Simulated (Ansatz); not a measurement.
# C₅H₂BClF₆O₃: basis-set convergence

Aim: see how fast density functionals converge with the basis set for C₅H₂BClF₆O₃.

Method: one geometry, several basis sets; program: Ansatz 0.2.0, Gaussian basis.

The runs, in order: PBE0-D4/def2-SVP; ωB97M-V/def2-SVP; PBE0-D4/def2-QZVPP; ωB97M-V/def2-QZVPP; the functionals' def2-TZVPP values are taken from earlier runs.

### Step 1. The relaxed structure

The geometry comes from an earlier relaxation with PBE0-D4 in a triple-zeta def2 set; it is a stationary point, not always the lowest conformer.

SMILES `O[B-]1(Cl)OC(C(F)(F)F)=CC(C(F)(F)F)=[O+]1`, 18 atoms, charge 0, spin multiplicity 1.

Atoms are counted from 1 here; the program's logs count them from 0.

Bond lengths: O1–B2 1.375 Å, O1–H17 0.957 Å, B2–Cl3 1.835 Å, B2–O4 1.534 Å, B2–O16 1.534 Å, O4–C5 1.263 Å, C5–C6 1.529 Å, C5–C10 1.383 Å, C6–F7 1.326 Å, C6–F8 1.331 Å, C6–F9 1.328 Å, C10–C11 1.383 Å, C10–H18 1.076 Å, C11–C12 1.529 Å, C11–O16 1.263 Å, C12–F13 1.326 Å, C12–F14 1.331 Å, C12–F15 1.328 Å. Angles: B2–O1–H17 113.3°, O1–B2–Cl3 117.6°, O1–B2–O4 109.6°, O1–B2–O16 109.6°, Cl3–B2–O4 106.8°, Cl3–B2–O16 106.8°, O4–B2–O16 105.6°, B2–O4–C5 122.4°, O4–C5–C6 113.8°, O4–C5–C10 124.6°, C6–C5–C10 121.5°, C5–C6–F7 110.0°, C5–C6–F8 111.0°, C5–C6–F9 109.9°, F7–C6–F8 108.5°, F7–C6–F9 108.8°, F8–C6–F9 108.5°, C5–C10–C11 115.3° and more.

Coordinates:

```xyz
18

O     1.0179   -0.4145    2.7894
B     0.0814   -0.5370    1.7903
Cl   -1.4820   -1.4098    2.1921
O    -0.3064    0.8547    1.2741
C    -0.5115    1.0908    0.0500
C    -1.0583    2.4921   -0.2259
F    -2.1954    2.6735    0.4313
F    -1.2879    2.6668   -1.5250
F    -0.1815    3.4056    0.1739
C    -0.2298    0.2095   -0.9780
C     0.4513   -0.9349   -0.6046
C     1.0275   -1.8971   -1.6442
F     0.5632   -3.1216   -1.4371
F     0.6955   -1.5214   -2.8769
F     2.3521   -1.9197   -1.5527
O     0.7002   -1.2644    0.5895
H     0.7446   -0.8140    3.6150
H    -0.4185    0.4530   -2.0093
```

### Step 2. PBE0-D4 in def2-SVP

in.yaml

```yaml
crystal:
  periodic: [false, false, false]
  atoms:
    - {symbol: O, position_ang: [1.017933, -0.414519, 2.789407]}
    - {symbol: B, position_ang: [0.081378, -0.536980, 1.790291]}
    - {symbol: Cl, position_ang: [-1.482003, -1.409842, 2.192102]}
    - {symbol: O, position_ang: [-0.306413, 0.854665, 1.274137]}
    - {symbol: C, position_ang: [-0.511537, 1.090786, 0.049965]}
    - {symbol: C, position_ang: [-1.058283, 2.492071, -0.225915]}
    - {symbol: F, position_ang: [-2.195417, 2.673538, 0.431329]}
    - {symbol: F, position_ang: [-1.287924, 2.666843, -1.525037]}
    - {symbol: F, position_ang: [-0.181473, 3.405616, 0.173919]}
    - {symbol: C, position_ang: [-0.229775, 0.209467, -0.977975]}
    - {symbol: C, position_ang: [0.451267, -0.934915, -0.604567]}
    - {symbol: C, position_ang: [1.027492, -1.897095, -1.644187]}
    - {symbol: F, position_ang: [0.563185, -3.121571, -1.437146]}
    - {symbol: F, position_ang: [0.695507, -1.521406, -2.876913]}
    - {symbol: F, position_ang: [2.352075, -1.919651, -1.552686]}
    - {symbol: O, position_ang: [0.700186, -1.264407, 0.589513]}
    - {symbol: H, position_ang: [0.744614, -0.813997, 3.615005]}
    - {symbol: H, position_ang: [-0.418512, 0.452995, -2.009338]}
basis:
  gaussian: {orbitals: def2-SVP}
hamiltonian: {xc: pbe0, dispersion: d4}
output: {orbitals: {seedname: orbitals}}
```

On the command line:

```bash
> ansatz run in.yaml --threads 10 --pin off --events-out ev --progress --plain --max-ram 110592MiB --backend cpu
```

After this run come: ωB97M-V in def2-SVP; PBE0-D4 in def2-QZVPP; ωB97M-V in def2-QZVPP.

Before running them: what should the planned runs give, taken together? Wanted: PBE0-D4: double and triple zeta above quadruple; ωB97M-V: double and triple zeta above quadruple.

**Answer**, as computed:

| quantity | value |
| --- | --- |
| PBE0-D4: double and triple zeta above quadruple | 39.25, 1.77 eV |
| ωB97M-V: double and triple zeta above quadruple | 39.72, 1.65 eV |

What this shows: PBE0-D4 gains 37.48 eV from double to triple zeta, then 1.77 eV more. Total energies overstate the basis error of differences, where much of it tends to cancel.
